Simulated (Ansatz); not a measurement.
# BH3O + H2: a complex and its separated parts

The complex below is one end of an elementary step. How strongly is it bound against its free parts?

Program: Ansatz 0.2.0, Gaussian basis. Level of theory: PBE0-D4/def2-TZVP structures, single points in def2-TZVPP, no counterpoise correction. These are calculated values, not measurements.

Levels: SPW92, PBE-D4, BLYP-D4, r2SCAN-D4, B97M-V, PBE0-D4, B3LYP-D4, r2SCAN0-D4, BHLYP-D4, CAM-B3LYP-D4, wB97X-V, wB97M-V, B2PLYP, PBE-QIDH, RPA on PBE, Hartree-Fock, MP2, CCSD, CCSD(T).

Correlated methods freeze the cores. B3LYP uses VWN-RPA correlation. B2PLYP carries no dispersion term here.

95 further runs of the same task are left out: 1 that didn't finish, 94 set aside as unsound or not needed.

**1. Where the work starts**

The complex: 7 atoms, charge 0, spin multiplicity 1.

Atoms are counted from 1 here; the program's logs count them from 0.

Bond lengths: B1–O2 1.348 Å, B1–H3 1.196 Å, B1–H4 1.202 Å, O2–H7 0.961 Å, H5–H6 0.747 Å. Angles: O2–B1–H3 116.8°, O2–B1–H4 120.7°, H3–B1–H4 122.5°, B1–O2–H7 113.4°.

Geometry (Å):

```mol
BH5O
  3D, bonds by distance, orders not assigned

  7  5  0  0  0  0  0  0  0  0999 V2000
    0.2193    0.3231   -0.7948 B   0  0
    1.1906   -0.6012   -0.6540 O   0  0
   -0.7301    0.0129   -1.4528 H   0  0
    0.3236    1.4049   -0.2817 H   0  0
   -1.4193   -0.7725    1.5389 H   0  0
   -1.5129   -0.0660    1.7620 H   0  0
    1.9289   -0.3011   -0.1177 H   0  0
  1  2  8  0
  1  3  8  0
  1  4  8  0
  2  7  8  0
  5  6  8  0
M  END
```

Its parts: BH3O holds atoms 1, 2, 3, 4, 7; H2 holds atoms 5, 6. Each part counts its atoms afresh in its own runs.

**2. Relaxing BH3O alone**

Input file relax-a/in.yaml:

```yaml
crystal:
  periodic: [false, false, false]
  atoms:
    - {symbol: B, position_ang: [0.219275, 0.323090, -0.794771]}
    - {symbol: O, position_ang: [1.190584, -0.601187, -0.653962]}
    - {symbol: H, position_ang: [-0.730073, 0.012914, -1.452799]}
    - {symbol: H, position_ang: [0.323564, 1.404879, -0.281690]}
    - {symbol: H, position_ang: [1.928912, -0.301103, -0.117746]}
basis:
  gaussian: {orbitals: def2-TZVP}
hamiltonian: {xc: pbe0, dispersion: d4}
relax: {f_tol: 0.005, max_steps: 200}
```

Run with:

```
$ ansatz run in.yaml --threads 2 --pin off --events-out ev --progress --plain --max-ram 4352MiB
```

The runs that follow: Relaxing H2 alone; SPW92/def2-TZVPP; PBE-D4/def2-TZVPP; BLYP-D4/def2-TZVPP; r2SCAN-D4/def2-TZVPP; B97M-V/def2-TZVPP; PBE0-D4/def2-TZVPP; B3LYP-D4/def2-TZVPP; r2SCAN0-D4/def2-TZVPP; BHLYP-D4/def2-TZVPP; CAM-B3LYP-D4/def2-TZVPP; wB97X-V/def2-TZVPP; wB97M-V/def2-TZVPP; B2PLYP/def2-TZVPP; PBE-QIDH/def2-TZVPP; RPA on PBE/def2-TZVPP; CCSD(T)/def2-TZVPP; Vibrations of BH3O; Vibrations of H2.

Q: Predict the outcome of this session. Wanted: complex less parts, CCSD(T)/def2-TZVPP; with zero-point energy; largest T1 diagnostic.

**Answer**, as computed:

| quantity | value |
| --- | --- |
| complex less parts, CCSD(T)/def2-TZVPP | -1.34 kJ/mol |
| with zero-point energy | +1.92 kJ/mol |
| largest T1 diagnostic | 0.014 |

In words: At CCSD(T) the complex lies 1.34 kJ/mol below its parts. The functionals run from r2SCAN-D4, off by +0.06 kJ/mol, to SPW92, off by -3.13 kJ/mol, against CCSD(T). Mean unsigned error by rung: LDA 3.13, GGA 0.87, meta-GGA 0.28, hybrid 0.36, range-separated hybrid 0.42, double hybrid 0.75 kJ/mol. PBE-D4 gives a relative energy 1.16 kJ/mol too low, an error of 87 % of the reference. No counterpoise was applied, and triple zeta lacks some correlation, so the CCSD(T) reference has a basis error of its own, and close matches with it are partly luck.
